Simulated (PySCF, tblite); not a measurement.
# CH11O2PSi3: geometry, infrared bands and NMR shifts

Wanted: the infrared bands and NMR shifts of CH11O2PSi3 (`[SiH3]O[SiH2]CO[SiH2]P`), by calculation.

Computed with tblite 0.8.0 and PySCF 2.14.0, with density-fitted response routines of our own, on a single molecule in the gas phase. Atoms are numbered from 0 throughout.

**1. The starting structure**

18 atoms, charge 0, multiplicity 1; geometry from: force field or distance geometry start.

Bonds of the start (Å): Si0–O1 1.69, O1–Si2 1.69, Si2–C3 1.86, C3–O4 1.41, O4–Si5 1.73, Si5–P6 2.20, Si0–H7 1.50, Si0–H8 1.48, Si0–H9 1.46, Si2–H10 1.47, Si2–H11 1.48, C3–H12 1.12, C3–H13 1.10, Si5–H14 1.50, Si5–H15 1.46, P6–H16 1.46, P6–H17 1.45.

**2. Relaxing the molecule with GFN2-xTB**

What the job is given:

```
{"job": {"kind": "relax", "xc": "GFN2-xTB", "basis": "xTB"}, "charge": 0, "multiplicity": 1}
Si     2.954900     0.566700    -0.114800
O      2.604200    -0.797500     0.810700
Si     1.369600    -1.786900     0.207500
C     -0.003200    -0.847300    -0.619000
O     -1.049700    -0.499300     0.260900
Si    -2.154700     0.339200    -0.772100
P     -3.743100     1.355600     0.356000
H      3.845600     1.436400     0.714100
H      1.765700     1.403500    -0.399100
H      3.678100     0.270800    -1.342300
H      1.928400    -2.812200    -0.689400
H      0.790500    -2.538200     1.342400
H     -0.502400    -1.445400    -1.418200
H      0.356600     0.087000    -1.068100
H     -1.321000     1.415900    -1.394500
H     -2.718900    -0.571600    -1.761900
H     -4.584200     2.036800    -0.621200
H     -3.225200     2.392700     1.232700
```

Command:

```
$ OMP_NUM_THREADS=1 python probes_run.py task.json out
```

This one command runs all jobs of the session in turn.

**Question.** This job is followed by: GFN2-xTB harmonic vibrations, gas phase; GIAO PBE0/pcSseg-1 NMR shielding, non-relativistic, gas phase. Predict these results of the whole session: strongest single infrared mode (GFN2-xTB); zero-point energy (GFN2-xTB); 13C shifts against TMS (PBE0/pcSseg-1); 1H shifts against TMS (PBE0/pcSseg-1, means over atoms taken as alike); 29Si shifts against TMS (PBE0/pcSseg-1); 17O shifts against H2O (PBE0/pcSseg-1); 31P shifts against H3PO4 (PBE0/pcSseg-1); surface potential, 1st and 99th percentile.

The runs gave:

```
                                                              quantity                             value
                             strongest single infrared mode (GFN2-xTB)              790 cm⁻¹, 601 km/mol
                                          zero-point energy (GFN2-xTB)                     69.2 kcal/mol
                                13C shifts against TMS (PBE0/pcSseg-1)                          60.8 ppm
1H shifts against TMS (PBE0/pcSseg-1, means over atoms taken as alike)  5.52, 5.33, 5.07, 3.67, 1.05 ppm
                               29Si shifts against TMS (PBE0/pcSseg-1)           -13.8, -31.9, -39.1 ppm
                                17O shifts against H2O (PBE0/pcSseg-1)                   -1.3, -13.9 ppm
                              31P shifts against H3PO4 (PBE0/pcSseg-1)                        -296.6 ppm
                                 surface potential, 1st and 99th percentile                -1.05 V and 1.38 V
```

In words: The optimisation took 237 steps and gained 1.796 eV; among the close pairs (by a distance rule), O4–Si5 changed most, from 1.730 to 1.609 Å. No mode is imaginary among the 48: a minimum at this level. The strongest single mode, at 790 cm⁻¹, has its largest shares on H11, H10, H9 and H7 (the list is cut at 4 atoms). GFN2-xTB is a fitted tight-binding method: band positions and strengths are rough. Its intensities can rank the bands wrongly. At PBE0/pcSseg-1: The widest tensor belongs to Si5: span 171 ppm, with a paramagnetic part of -519 ppm.
